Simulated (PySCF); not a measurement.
# TaOH: structure of the singlet

Where does singlet TaOH go from a bent start, is the end point a minimum, and what are its modes, charges and moments?

Method: PBE0, basis Ta def2-TZVP with ECP60, O def2-TZVP, H def2-TZVP, scalar-relativistic core potentials, no spin–orbit coupling, density fitting; program: PySCF 2.14.0.

## (1) Where the work starts

3 atoms, charge 0, spin multiplicity 1.

Bond lengths: Ta1–O2 1.830 Å, Ta1–H3 1.780 Å. Angles: O2–Ta1–H3 110.0°.

```xyz
3
charge 0 multiplicity 1
Ta    0.0000    0.0000    0.0000
O    -1.4990    0.0000    1.0496
H     1.4581    0.0000    1.0210
```

## (2) The SCF at the typed geometry

One driver script runs all steps and calls PySCF; scf.py shows how it sets up the SCF of each step. The optimiser is the driver's own. After this first run the driver tries any further starts and a stability analysis.

scf.py reads:

```python
from pyscf import gto, scf, dft
mol = gto.M(atom='''
Ta     0.000000     0.000000     0.000000
O     -1.499000     0.000000     1.049600
H      1.458100     0.000000     1.021000''',
    basis={'Ta': 'def2-TZVP', 'O': 'def2-TZVP', 'H': 'def2-TZVP'},
    ecp={'Ta': 'def2-TZVP'},
    charge=0, spin=0)
mf = dft.RKS(mol, xc='PBE0')
mf.grids.atom_grid = (50, 194)
aux = {'Ta': 'def2-universal-JKFIT', 'O': 'def2-universal-JKFIT', 'H': 'def2-universal-JKFIT'}
mf = mf.density_fit(auxbasis=aux)
mf.conv_tol = 1e-08
mf.diis_space = 10
mf.max_cycle = 60
mf.init_guess = 'minao'
mf.verbose = 4
mf.kernel()
```

The run is started by

```console
> OMP_NUM_THREADS=2 python axn.py task.json out
```

Standard output, cut to the lines that bear on the results:

```text
[... the frontier levels of the middle cycles are left out ...]
init E= -113.873757674695
  HOMO = -0.383026031544929  LUMO = -0.376465347808622  gap/eV = 0.17853
cycle= 1 E= -132.511940044558  delta_E= -18.6  |g|= 0.905  |ddm|= 5.47
  HOMO = -0.121543623591493  LUMO = -0.0792855167975931  gap/eV = 1.14990
cycle= 2 E= -129.367979921146  delta_E= 3.14  |g|= 3.65  |ddm|= 2.33
  HOMO = -0.137505662832357  LUMO = -0.055020341246184  gap/eV = 2.24454
cycle= 3 E= -132.635098748936  delta_E= -3.27  |g|= 0.466  |ddm|= 1.78
cycle= 4 E= -132.6802957324  delta_E= -0.0452  |g|= 0.287  |ddm|= 0.967
cycle= 5 E= -132.698578773833  delta_E= -0.0183  |g|= 0.067  |ddm|= 0.274
cycle= 6 E= -132.699562710023  delta_E= -0.000984  |g|= 0.027  |ddm|= 0.0446
cycle= 7 E= -132.69976718729  delta_E= -0.000204  |g|= 0.0051  |ddm|= 0.0378
cycle= 8 E= -132.699787018609  delta_E= -1.98e-05  |g|= 0.00259  |ddm|= 0.0173
cycle= 9 E= -132.699793723204  delta_E= -6.7e-06  |g|= 0.00107  |ddm|= 0.0097
cycle= 10 E= -132.699796527666  delta_E= -2.8e-06  |g|= 0.000377  |ddm|= 0.00973
cycle= 11 E= -132.699796790284  delta_E= -2.63e-07  |g|= 8.76e-05  |ddm|= 0.00258
cycle= 12 E= -132.699796815162  delta_E= -2.49e-08  |g|= 2.76e-05  |ddm|= 0.000877
cycle= 13 E= -132.699796816107  delta_E= -9.45e-10  |g|= 4.28e-06  |ddm|= 0.000199
  HOMO = -0.216377629236359  LUMO = -0.124781758550225  gap/eV = 2.49245
Extra cycle  E= -132.699796816104  delta_E= 2.84e-12  |g|= 7.6e-06  |ddm|= 1.45e-05
converged SCF energy = -132.699796816104
```

This step, with its further starts and checks, took 5.6 s on 2 threads of Arm Neoverse V1, shared host.

The starts that the driver tried:

| start | energy (Eh) |
| --- | --- |
| the minimal-basis guess | -132.699797 |
| a thermally smeared density | -132.699797 |
| a smeared PBE density | -132.699797 |

The test of internal stability and the other starts found no lower closed-shell solution.

## (3) Relaxing the singlet from the bent start

The program finds Cs symmetry in the start, which this walk keeps. Threshold on the gradient: 0.0003 Eh/bohr, with a further test on the energy change.

scf.py, as its differences from that of step 2:

```diff
@@ -3,3 +3,3 @@
-Ta     0.000000     0.000000     0.000000
-O     -1.499000     0.000000     1.049600
-H      1.458100     0.000000     1.021000''',
+Ta     0.113699     0.000000    -0.090009
+O     -1.385301     0.000000     0.959591
+H      1.571799     0.000000     0.930991''',
@@ -16 +15,0 @@
-mf.init_guess = 'minao'
```

The optimiser's trace:

| step | energy (Eh) | change (kJ/mol) | largest symmetric gradient (Eh/bohr) |
| --- | --- | --- | --- |
| 0 | -132.699797 | 0.00 | 0.09897 |
| 1 | -132.718026 | -47.86 | 0.02196 |
| 2 | -132.719649 | -52.12 | 0.00913 |
| 3 | -132.720045 | -53.16 | 0.00417 |
| 4 | -132.720089 | -53.28 | 0.00124 |
| 5 | -132.720094 | -53.29 | 0.00062 |
| 6 | -132.720095 | -53.29 | 0.00007 |

The walk took 9.6 s.

Geometry (Å) and forces (eV/Å) at some steps:

```
step 0
Ta   0.114   0.000  -0.090  -4.665   0.000   3.200
O   -1.385   0.000   0.960   5.090   0.000  -3.235
H    1.572   0.000   0.931  -0.425   0.000   0.035
step 1
Ta   0.059   0.000  -0.072   0.996   0.000  -1.129
O   -1.274   0.000   0.931  -0.673   0.000   0.948
H    1.515   0.000   0.942  -0.323   0.000   0.181
step 3
Ta   0.067   0.000  -0.140  -0.050   0.000   0.215
O   -1.205   0.000   0.969   0.172   0.000  -0.128
H    1.438   0.000   0.971  -0.123   0.000  -0.086
step 6
Ta   0.070   0.000  -0.141   0.002   0.000  -0.002
O   -1.196   0.000   0.971  -0.003   0.000   0.006
H    1.426   0.000   0.970   0.001   0.000  -0.004
```

After 6 steps and 53.3 kJ/mol it ends at Cs: Ta–H 1.753 Å, Ta–O 1.684 Å; H–Ta–O 99.4°.

## (4) Hessian and properties

The point is checked on the finer grid, and tightened if its gradient asks for it. The Hessian and the dipole derivatives come from central differences of analytic gradients, with steps of 0.02 bohr.

scf.py, as its differences from that of step 3:

```diff
@@ -3,3 +3,3 @@
-Ta     0.113699     0.000000    -0.090009
-O     -1.385301     0.000000     0.959591
-H      1.571799     0.000000     0.930991''',
+Ta     0.095466     0.000000    -0.094615
+O     -1.171243     0.000000     1.015471
+H      1.452105     0.000000     1.015095''',
@@ -10 +10 @@
-mf.grids.atom_grid = (50, 194)
+mf.grids.atom_grid = (75, 302)
@@ -13 +13 @@
-mf.conv_tol = 1e-08
+mf.conv_tol = 1e-10
```

This SCF starts from the last density.

SCF at the final geometry:

```text
init E= -132.720100934693
  HOMO = -0.204076597586312  LUMO = -0.10978808326268  gap/eV = 2.56572
cycle= 1 E= -132.720100934673  delta_E= 2.02e-11  |g|= 1.25e-05  |ddm|= 1.25e-05
  HOMO = -0.204078485801787  LUMO = -0.109790582460382  gap/eV = 2.56570
cycle= 2 E= -132.720100934403  delta_E= 2.7e-10  |g|= 3.92e-05  |ddm|= 2.9e-05
  HOMO = -0.204077361531894  LUMO = -0.109789142707922  gap/eV = 2.56571
cycle= 3 E= -132.720100934702  delta_E= -2.99e-10  |g|= 1.29e-06  |ddm|= 2.01e-05
  HOMO = -0.204077214993319  LUMO = -0.109788925203394  gap/eV = 2.56572
cycle= 4 E= -132.720100934701  delta_E= 1.14e-12  |g|= 2.51e-07  |ddm|= 1.99e-06
  HOMO = -0.204077275743266  LUMO = -0.109789010445502  gap/eV = 2.56571
Extra cycle  E= -132.720100934702  delta_E= -1.53e-12  |g|= 3.13e-07  |ddm|= 1.41e-06
converged SCF energy = -132.720100934702
```

The whole step took 30 s.

Geometry: Cs; Ta–H 1.753 Å, Ta–O 1.684 Å; H–Ta–O 99.5°.

Modes, for the most abundant isotopes:

| symmetry | ω (cm⁻¹) | IR (km/mol) | μ (u) | type |
| --- | --- | --- | --- | --- |
| a' | 614 | 7.4 | 1.09 | bend |
| a' | 1062 | 119 | 16.52 | stretch |
| a' | 1913 | 86.2 | 1.01 | stretch |

Every mode is real; the point is a minimum.

Properties at this point:

* Dipole moment: 2.91 D
* Highest occupied level: -5.55 eV
* Lowest empty level: -2.99 eV
* Rotational constants: 5.652, 0.4025, 0.3757 cm⁻¹
* Zero-point energy: 21.5 kJ/mol
* Principal polarisabilities: 60.2, 69.6, 76.5 bohr³
* Atomisation energy without zero-point energy: 992 kJ/mol
* Principal traceless quadrupole moments about the centre of mass: -2.00, -1.27, 3.28 D Å
* Entropy at 298.15 K and 1 bar: 261.3 J/(mol K)
* Heat capacity Cp at 298.15 K: 38.8 J/(mol K)
* Enthalpy at 298.15 K above 0 K: 10.39 kJ/mol
* Rotational symmetry number: 1

Charges (e) and bond orders:

```tsv
atom	Mulliken	Löwdin	polar tensor	Mayer order to Ta1
Ta1	0.53	0.36	0.85	–
O2	-0.43	-0.24	-0.67	2.33
H3	-0.10	-0.12	-0.18	0.98
```

Outer orbital energies (eV). occupied: -41.72, -41.31, -25.38, -10.72, -10.58, -10.44, -9.75, -5.55; empty: -2.99, -2.69, -1.78, -1.18.

Mulliken populations on Ta1 (outside its core potential): s 3.42, p 6.28, d 2.72, f 0.06.

## (5) The broken-symmetry singlet

A stability analysis found the closed shell of the lowest minimum unstable towards spin polarisation, so the unrestricted solution is followed.

The program finds Cs symmetry in the start, which may break. Threshold on the gradient: 0.0003 Eh/bohr, with a further test on the energy change.

scf.py, as its differences from that of step 4:

```diff
@@ -3,3 +3,3 @@
-Ta     0.095466     0.000000    -0.094615
-O     -1.171243     0.000000     1.015471
-H      1.452105     0.000000     1.015095''',
+Ta     0.095446     0.000000    -0.095348
+O     -1.171263     0.000000     1.014738
+H      1.452085     0.000000     1.014362''',
@@ -9,2 +9,2 @@
-mf = dft.RKS(mol, xc='PBE0')
-mf.grids.atom_grid = (75, 302)
+mf = dft.UKS(mol, xc='PBE0')
+mf.grids.atom_grid = (50, 194)
@@ -13 +13 @@
-mf.conv_tol = 1e-10
+mf.conv_tol = 1e-08
```

Steps of the walk:

| step | energy (Eh) | change (kJ/mol) | largest gradient (Eh/bohr) |
| --- | --- | --- | --- |
| 0 | -132.731443 | 0.00 | 0.00626 |
| 1 | -132.731618 | -0.46 | 0.00291 |
| 2 | -132.731687 | -0.64 | 0.00133 |
| 3 | -132.731689 | -0.65 | 0.00024 |

The walk took 5.9 s.

After 3 steps and 0.6 kJ/mol it ends at Cs: Ta–H 1.767 Å, Ta–O 1.691 Å; H–Ta–O 102.6°.

## (6) Frequencies

As before: finer grid, then central differences.

scf.py, as its differences from that of step 5:

```diff
@@ -3,3 +3,3 @@
-Ta     0.095446     0.000000    -0.095348
-O     -1.171263     0.000000     1.014738
-H      1.452085     0.000000     1.014362''',
+Ta     0.097729    -0.000000    -0.092330
+O     -1.204108     0.000000     0.986624
+H      1.496553    -0.000000     0.988793''',
@@ -10 +10 @@
-mf.grids.atom_grid = (50, 194)
+mf.grids.atom_grid = (75, 302)
@@ -13 +13 @@
-mf.conv_tol = 1e-08
+mf.conv_tol = 1e-10
```

SCF at the final geometry:

```text
init E= -132.731724109961
[... the frontier-level lines of each cycle are left out ...]
cycle= 1 E= -132.731724109958  delta_E= 2.33e-12  |g|= 3.29e-06  |ddm|= 3.97e-06
Extra cycle  E= -132.731724109926  delta_E= 3.25e-11  |g|= 1.01e-05  |ddm|= 7.16e-06
converged SCF energy = -132.731724109926  <S^2> = 0.84395501  2S+1 = 2.0918461
```

The whole step took 43 s on 2 threads of Arm Neoverse V1, shared host.

Geometry: Cs; Ta–H 1.768 Å, Ta–O 1.691 Å; H–Ta–O 102.6°.

Modes, for the most abundant isotopes:

```csv
ω (cm⁻¹),IR (km/mol)
573,15.2
1044,146
1863,138
```

Every mode is real; the point is a minimum.

Here the density breaks the symmetry of the frame, and no labels are given.

Properties at this point:

| Property | Result |
| --- | --- |
| Dipole moment | 3.59 D |
| Highest occupied level | -5.80 eV |
| Lowest empty level | -2.42 eV |
| Rotational constants | 5.69, 0.3984, 0.3723 cm⁻¹ |
| Zero-point energy | 20.8 kJ/mol |
| Principal polarisabilities | 54.2, 67.3, 72.1 bohr³ |
| Atomisation energy without zero-point energy | 1023 kJ/mol |
| Principal traceless quadrupole moments about the centre of mass | -2.14, 1.02, 1.12 D Å |
| Entropy at 298.15 K and 1 bar | 261.7 J/(mol K) |
| Heat capacity Cp at 298.15 K | 39.3 J/(mol K) |
| Enthalpy at 298.15 K above 0 K | 10.46 kJ/mol |
| Rotational symmetry number | 1 |
| Spin squared ⟨S²⟩ | 0.844 |

Populations by atom (charges in e):

```csv
atom,Mulliken,Löwdin,polar tensor,spin (Mulliken),Mayer order to Ta1
Ta1,0.58,0.39,0.98,0.00,–
O2,-0.46,-0.26,-0.75,0.00,2.30
H3,-0.12,-0.13,-0.23,0.00,0.98
```

Mulliken populations on Ta1 (outside its core potential): s 3.12, p 6.29, d 2.96, f 0.06.

## (7) All stationary points

| spin | group | bonds | imaginary modes (cm⁻¹) | ΔE (kJ/mol) | with zero-point energy |
| --- | --- | --- | --- | --- | --- |
| broken-symmetry (Ms = 0) | Cs (density of lower symmetry) | Ta–H 1.768 Å, Ta–O 1.691 Å | none | 0.0 | 0.0 |
| singlet | Cs | Ta–H 1.753 Å, Ta–O 1.684 Å | none | 30.5 | 31.2 |

## (8) Results

| quantity | value |
| --- | --- |
| minimum | broken-symmetry (Ms = 0), Cs |
| geometry | Ta–H 1.768 Å, Ta–O 1.691 Å; H–Ta–O 102.6° |
| wavenumbers (cm⁻¹) | 573, 1044, 1863 |
| dipole moment | 3.59 D |
| highest occupied, lowest empty level (either spin) | -5.80, -2.42 eV |
| polar-tensor charge of Ta1 | +0.98 e |
| zero-point energy | 20.8 kJ/mol |
| entropy at 298.15 K | 261.7 J/(mol K) |
| atomisation energy (no zero-point energy) | 1023 kJ/mol |
| ⟨S²⟩ | 0.844 |

The molecule stays Cs, as typed, and the end point is a minimum. The determinant is spin-contaminated (⟨S²⟩ = 0.84 against 0.00), so it is no pure spin state. The strongest infrared band lies at 1044 cm⁻¹ (stretch). Other starts or spin states, not run here, may lie lower. The SCF density has lower symmetry than the nuclear frame. With an element this heavy the missing spin–orbit coupling can shift these numbers.

The search up to here took 96 s.
